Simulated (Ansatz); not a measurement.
# ZnCu: the cost of one run

Program: Ansatz 0.2.0. Level of theory: DFT r2SCAN, scalar-relativistic, plane waves, PAW. These are calculated values, not measurements.

2 further runs of the same task are left out: 2 set aside as unsound or not needed.

## (1) The system as given

The structure is cubic, space group Pm-3m (No. 221). The conventional cell has a = 2.919 Å, b = 2.919 Å, c = 2.919 Å, α = 90.00°, β = 90.00°, γ = 90.00°. Zn (site symmetry m-3m) has 8 Cu at 2.53 Å as nearest neighbours. Cu (site symmetry m-3m) is surrounded by 8 Zn at 2.53 Å.

Coordinates:

```xyz
2
Lattice="2.9187 0.0000 0.0000 0.0000 2.9187 0.0000 0.0000 0.0000 2.9187" Properties=species:S:1:pos:R:3 pbc="T T T"
Zn    1.4593    1.4593    1.4593
Cu    0.0000    0.0000    0.0000
```

This cell was relaxed beforehand with the same method: volume 12.43 Å³/atom, gap on the mesh none (metal).

## (2) Bands, states and charges

input.yaml reads:

```yaml
crystal:
  lattice:
    - [2.9186872409, 0.0, 0.0]
    - [0.0, 2.9186872409, 0.0]
    - [0.0, 0.0, 2.9186872409]
  atoms:
    - { symbol: Zn, position: [0.5, 0.5, 0.5] }
    - { symbol: Cu, position: [0.0, 0.0, 0.0] }
basis:
  ecutwfc: 500
kpoints:
  mp_grid: { grid: [14, 14, 14] }
  band_path:
    path:
      - [[0.0, 0.0, 0.0], [0.0, 0.5, 0.0], [0.5, 0.5, 0.0], [0.0, 0.0, 0.0], [0.5, 0.5, 0.5], [0.0, 0.5, 0.0]]
      - [[0.5, 0.5, 0.5], [0.5, 0.5, 0.0]]
    npoints: 14
hamiltonian:
  xc: r2scan
scf:
  occupations: { method: gaussian, width: 0.1 }
  n_extra_bands: 6
output:
  forces: true
  stress: true
  eigenvalues: true
  populations: true
  dos: { projected: true, de: 0.02, nscf_kmesh: { grid: [21, 21, 21] } }
  bader: true
  write_density: true
  write_potential: true
  elf: true
  volumetric_format: npy
```

Run with:

```bash
ansatz run input.yaml --threads 1 --pin off --max-ram 2560MiB --backend cpu --events-out ev --progress --plain --runs-dir out
```

What time and memory should one allow on 1 thread of Arm Neoverse V2, shared host?

About 32 s, with a peak of 0.43 GiB.
